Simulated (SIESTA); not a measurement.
Runs of SIESTA 5.4.2 on Mg3Te. It takes space group I4/mmm (No. 139, tetragonal). The conventional cell has a = 4.279 Å, b = 4.279 Å, c = 10.565 Å, α = 90.00°, β = 90.00°, γ = 90.00°. Around Te (site symmetry 4/mmm) lie 12 Mg at 3.03 to 3.40 Å. Around Mg (site symmetry -4m2) lie 8 Mg at 3.03 to 3.40 Å and 4 Te at 3.40 Å. Around Mg (site symmetry 4/mmm) lie 4 Te at 3.03 Å and 8 Mg at 3.40 Å. The cell comes from a database or a generator and needn't be the stable form of this composition.

```csv
task,level,potentials or basis,gap on the mesh (eV),pressure (GPa),V0 of scaled cells (Å³/atom),B0 (GPa)
equation of state,LDA,"PseudoDojo 0.4 standard (LDA files), DZP (energy shift 0.003 Ry; two zetas on semicore shells)",-,-,23.55,43
band structure,LDA,"PseudoDojo 0.4 standard (LDA files), DZP (energy shift 0.003 Ry; two zetas on semicore shells)",none,(a),-,-
band structure,PBEsol,"PseudoDojo 0.4 standard (PBEsol files), DZP (energy shift 0.003 Ry; two zetas on semicore shells)",none,0.1,-,-
equation of state,PBEsol,"PseudoDojo 0.4 standard (PBEsol files), DZP (energy shift 0.003 Ry; two zetas on semicore shells)",-,-,24.26,(b)
```

Alike in all rows: no spin polarisation; cell as given; k mesh 9 × 9 × 9; smearing fermi-dirac 0.05 eV; grid cutoff 800 Ry; energy shift 0.003 Ry.

Question: Fill in the values left out.

Answer: (a) -1.1; (b) 40.

Caveats: the basis of atomic orbitals isn't converged, which shifts pressures, moduli and gaps; the cell was scaled at fixed shape and fractional positions, which overstates the stiffness of a crystal with free parameters, most of all of layers and chains (some runs).

A k mesh can miss the band edges, and the runs leave out spin-orbit coupling on Te.

A gap of «none» marks a metal or a gap under the smearing width.

Not every run made on this cell is shown here.
